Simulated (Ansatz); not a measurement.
# BPd4: the cost of one run

Program: Ansatz 0.2.0. Level of theory: DFT PBE, scalar-relativistic, plane waves, PAW. These are calculated values, not measurements.

1 further run of the same task is left out (it didn't finish).

### 1 The system as given

Symmetry: P4/mmm, No. 123, tetragonal system. Conventional cell: a = 4.615 Å, b = 4.615 Å, c = 3.823 Å, α = 90.00°, β = 90.00°, γ = 90.00°. Around B (site symmetry 4/mmm) lie 16 Pd at 3.14 Å. Pd (site symmetry m2m) is surrounded by 3 Pd at 1.89 to 1.93 Å.

Coordinates:

```
CELL_PARAMETERS angstrom
4.61525 0.00000 0.00000
0.00000 4.61525 0.00000
0.00000 0.00000 3.82252
ATOMIC_POSITIONS crystal
B 0.50000 0.50000 0.00000
Pd 0.29501 0.00000 0.50000
Pd 0.70499 0.00000 0.50000
Pd 0.00000 0.29501 0.50000
Pd 0.00000 0.70499 0.50000
```

The cell is invented: random cell by space group and Wyckoff sites (P4/mmm, No. 123). The dimensions are guesses.

### 2 Probe: one point on a coarse mesh

Input file input.yaml:

```yaml
crystal:
  lattice:
    - [4.61525482, 0.0, 0.0]
    - [0.0, 4.61525482, 0.0]
    - [0.0, 0.0, 3.82251825]
  atoms:
    - { symbol: B, position: [0.5, 0.5, 0.0] }
    - { symbol: Pd, position: [0.29501035, 0.0, 0.5] }
    - { symbol: Pd, position: [0.70498965, 0.0, 0.5] }
    - { symbol: Pd, position: [0.0, 0.29501035, 0.5] }
    - { symbol: Pd, position: [0.0, 0.70498965, 0.5] }
basis:
  ecutwfc: 420
kpoints:
  mp_grid: { grid: [4, 4, 4] }
hamiltonian:
  xc: pbe
scf:
  occupations: { method: gaussian, width: 0.1 }
  lower_state_search: "off"
output:
  forces: true
  stress: true
  eigenvalues: true
```

Launch:

```console
ansatz run input.yaml --threads 1 --pin off --max-ram 2560MiB --backend cpu --events-out ev --progress --plain --runs-dir out
```

What time and memory should one allow on 1 thread of Arm Neoverse V1, shared host?

About 3.6 s, with a peak of 0.34 GiB.
